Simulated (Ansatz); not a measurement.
# BCl2F2: the cost of one run

Method: UKS PBE0-D4/def2-SVP, in Ansatz 0.2.0.

## 1. Starting point

Bond lengths: B1–Cl2 2.110 Å, B1–F3 1.320 Å, B1–F4 1.320 Å, Cl2–Cl5 2.340 Å. Angles: B1–Cl2–Cl5 180.0°, Cl2–B1–F3 120.0°, Cl2–B1–F4 120.0°, F3–B1–F4 120.0°.

As a file:

```xyz
5

B     0.0000    0.0000    0.0000
Cl    0.0000    0.0000    2.1100
F     1.1431    0.0000   -0.6600
F    -1.1431    0.0000   -0.6600
Cl    0.0000    0.0000    4.4500
```

## 2. A restrained relaxation towards end A

Springs on the bonds that form and break draw the guess towards this end; the thresholds are loose.

The input, input.yaml:

```yaml
crystal:
  periodic: [false, false, false]
  atoms:
    - { symbol: B, position_ang: [0.0, 0.0, 0.0] }
    - { symbol: Cl, position_ang: [0.0, 0.0, 2.11] }
    - { symbol: F, position_ang: [1.1431, 0.0, -0.66] }
    - { symbol: F, position_ang: [-1.1431, 0.0, -0.66] }
    - { symbol: Cl, position_ang: [0.0, 0.0, 4.45] }
magnetization:
  spin_polarized: true
  initial_magnetization: 1
basis:
  gaussian: { orbitals: def2-SVP }
hamiltonian:
  xc: pbe0
  dispersion: d4
relax:
  f_tol: 0.15
  max_steps: 25
  restrain:
    - { distance: [1, 4], at: 3.24, k: 30.0 }
    - { distance: [0, 1], at: 1.86, k: 30.0 }
```

Run with:

```console
$ ansatz run input.yaml --threads 2 --pin off --max-ram 3072MiB --backend cpu --events-out ev --progress --plain --runs-dir out
```

**Question.** How long does this run take on 2 threads of Intel Xeon Platinum 8488C (Sapphire Rapids), shared host, and how much memory does it need?

About 18 s, with a peak of 0.25 GiB.
